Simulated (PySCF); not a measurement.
# HIMgO: the cost of one run

Programs: PySCF 2.14.0. All values are calculated, for the isolated system unless a continuum is named. Atoms count from 0, parts from 1.

### 1 Starting point

Each species was relaxed by itself at PBE0-D3(BJ)/def2-SVPD.

### 2 Reaction energy: wB97M-D3(BJ)/def2-TZVPD

What the job is given:

```
{"job": {"kind": "react", "xc": "wB97M-D3(BJ)", "basis": "def2-TZVPD"}, "charge": 0, "multiplicity": 1}
-1 H2MgO charge 0 multiplicity 1
O      0.646950     0.425640     0.746510
Mg    -0.420760    -0.279990    -0.490300
H      1.208620     0.803980     1.410200
H     -1.434790    -0.949600    -1.666390

-1 HI charge 0 multiplicity 1
I      0.809710    -0.006350     0.007590
H     -0.807520     0.005830    -0.007660

+1 HIMgO charge 0 multiplicity 1
O     -0.619400    -0.982590    -0.634900
Mg     0.124620     0.405700     0.198270
I      1.076130     2.454870     1.387860
H     -0.581350    -1.877970    -0.951230

+1 H2 charge 0 multiplicity 1
H      0.379990    -0.009860     0.011830
H     -0.379990     0.009860    -0.011830
```

Level: wB97M-D3(BJ)/def2-TZVPD reaction energy of separated species, gas phase.

Started as:

```console
> OMP_NUM_THREADS=1 python cluster_run.py task.json out
```

One launch serves the whole session: the jobs run in the order shown.

Q: Estimate the wall time and peak memory of this first job on 1 thread of Arm Neoverse V2, shared host.

About 7.4 s, with a peak of 0.49 GiB.
